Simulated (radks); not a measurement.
**Zn⁴⁺ in [Ar] 3d8: an all-electron calculation**

One table from this session's results is given with a row withheld; the runs are named, their logs left out.

Method: Dirac Kohn-Sham, LDA (Slater exchange, Perdew-Wang correlation), spin-unpolarised, spherical densities, finite nucleus; open shells are shared between the two j in proportion to 2j + 1. Code: radks (a radial shooting solver on a logarithmic mesh, Libxc functionals) version 1.

### Starting point

| Property | Result |
| --- | --- |
| element | zinc (Z = 30) |
| charge | +4 |
| electrons | 26 |
| configuration | [Ar] 3d8 |
| nuclear rms radius | 3.9283 fm |

Outer shells as boxes (Hund's rule):

Zn⁴⁺
```
[Ar] core
3d [↑↓][↑↓][↑↓][↑ ][↑ ]
```

The first run:

Input:

```text
Z 30
configuration [Ar] 3d8 4s0 4p0
relativity Dirac
functional lda,pw
spin unpolarised
j_filling average
nucleus finite rms 3.9283 fm
c 137.035999084
```

One of the session's tables, all rows but one given; the rest of the session is left out.

It belongs to the step «Orbitals and density». From the orbitals of this run (lengths in bohr):

```
level      <r>  outermost maximum (interpolated)  90 % within  nodes
1s1/2  0.05038                            0.0330       0.0900      0
2s1/2   0.2264                             0.190        0.351      1
2p1/2   0.1961                             0.150        0.321      0
2p3/2   0.1995                             0.153        0.326      0
3s1/2   0.6733                             0.586         1.01      2
3p1/2   0.6911                             0.583         1.06      1
3p3/2   0.7009                             0.591         1.08      1
3d3/2   0.7705                             0.546         1.29      0
3d5/2   0.7745                             0.548         1.29      0
4s1/2        ?                                 ?            ?      ?
4p1/2    2.057                              1.84         3.00      2
4p3/2    2.076                              1.86         3.03      2
```

Q: Estimate the row for 4s1/2 from the others.

The run gave: <r>: 1.839; outermost maximum (interpolated): 1.65; 90 % within: 2.66; nodes: 3. In the column «<r>» it lies between 3d5/2 (0.7745) and 4p1/2 (2.057).

Limits of these values: Spin polarisation and multiplet splitting are left out.
